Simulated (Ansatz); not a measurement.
A nudged elastic band was laid between two geometries of a periodic cell of 17 atoms, Mo16F (host Mo, host structure bcc, interstitial F).

Theory: Ansatz 0.2.0, DFT PBE-D3(BJ), scalar-relativistic, plane waves, PAW. Settings: cutoff 420 eV, k mesh 3x3x3, fermi-dirac smearing 0.1 eV, no spin polarisation.

```
movable images  : 3
climbing image  : yes
spring          : 100.0 eV/Å²
optimiser       : fire
start path      : default
force threshold : 0.05 eV/Å
iteration limit : 50
end points      : relaxed
```

Initial state:

```xyz
17
Lattice="6.3000 0.0000 0.0000 0.0000 6.3000 0.0000 0.0000 0.0000 6.3000" Properties=species:S:1:pos:R:3
Mo 0.023 0.002 -0.023
Mo 3.118 0.002 -0.024
Mo 0.009 3.153 -0.002
Mo 0.004 0.003 3.174
Mo 1.570 1.569 1.560
Mo 3.132 3.152 -0.002
Mo 3.137 0.003 3.174
Mo 4.720 1.388 1.419
Mo 0.185 3.153 3.315
Mo 1.570 4.736 1.560
Mo 1.571 1.550 4.757
Mo 2.958 3.153 3.313
Mo 4.720 4.915 1.421
Mo 4.720 1.564 4.735
Mo 1.571 4.755 4.757
Mo 4.720 4.741 4.735
F 4.722 3.151 2.367
```

Final state:

```xyz
17
Lattice="6.3000 0.0000 0.0000 0.0000 6.3000 0.0000 0.0000 0.0000 6.3000" Properties=species:S:1:pos:R:3
Mo 0.028 0.029 0.002
Mo 3.123 0.029 0.002
Mo 0.009 3.133 0.002
Mo 0.014 0.008 3.152
Mo 1.575 1.550 1.549
Mo 3.142 3.133 0.002
Mo 3.137 0.008 3.152
Mo 4.725 1.570 1.564
Mo 0.190 2.992 3.152
Mo 1.575 4.746 1.569
Mo 1.575 1.550 4.755
Mo 2.960 2.992 3.152
Mo 4.725 4.886 1.387
Mo 4.725 1.570 4.741
Mo 1.575 4.746 4.736
Mo 4.725 4.886 4.917
F 4.725 3.939 3.152
```

Question: Which bonds break or form, and what moves?

Answer: Contacts lost: Mo8–F17. Contacts made: Mo16–F17. The atom that moves furthest is F17, by 1.11 Å; four of its nearest neighbours are Mo8 2.00, Mo9 2.00, Mo13 2.00, Mo12 2.00 Å at the first end and Mo13 2.00, Mo12 2.00, Mo16 2.00, Mo9 2.00 Å at the last.

Question: Give the energies along the band, and the barrier.

Answer: The run converged. The highest image is number 2 of 0 to 4, 0.38 eV above the ends, which have the same energy within 2 meV. The order of the stationary point at the top wasn't checked. Limits of this set-up: coarse k mesh, odd electron count without spin, a small cell, in which the defect meets its images.

```json
{"image": "0", "path coordinate (Å)": "0.00", "energy (eV)": "0.00", "Mo8–F17 (Å)": "2.00", "Mo16–F17 (Å)": "2.85"}
{"image": "1", "path coordinate (Å)": "0.33", "energy (eV)": "0.15", "Mo8–F17 (Å)": "2.10", "Mo16–F17 (Å)": "2.63"}
{"image": "2", "path coordinate (Å)": "0.66", "energy (eV)": "0.38", "Mo8–F17 (Å)": "2.33", "Mo16–F17 (Å)": "2.33"}
{"image": "3", "path coordinate (Å)": "0.98", "energy (eV)": "0.15", "Mo8–F17 (Å)": "2.63", "Mo16–F17 (Å)": "2.10"}
{"image": "4", "path coordinate (Å)": "1.31", "energy (eV)": "0.00", "Mo8–F17 (Å)": "2.85", "Mo16–F17 (Å)": "2.00"}
```

Question: What is the geometry of the highest image?

Answer: 
```xyz
17
Lattice="6.3000 0.0000 0.0000 0.0000 6.3000 0.0000 0.0000 0.0000 6.3000" Properties=species:S:1:pos:R:3
Mo 0.029 0.026 -0.020
Mo 3.117 0.026 -0.020
Mo 0.001 3.137 0.019
Mo 0.001 -0.014 3.168
Mo 1.573 1.565 1.577
Mo 3.145 3.137 0.019
Mo 3.145 -0.014 3.168
Mo 4.723 1.559 1.564
Mo 0.231 3.038 3.268
Mo 1.573 4.755 1.551
Mo 1.573 1.523 4.782
Mo 2.915 3.038 3.268
Mo 4.723 4.993 1.312
Mo 4.723 1.553 4.752
Mo 1.573 4.729 4.740
Mo 4.723 4.741 4.747
F 4.723 3.588 2.717
```

The run took 17 min on 4 threads of AMD EPYC 7R13 Processor (Zen 3), on a shared host, peak memory 2.2 GiB.
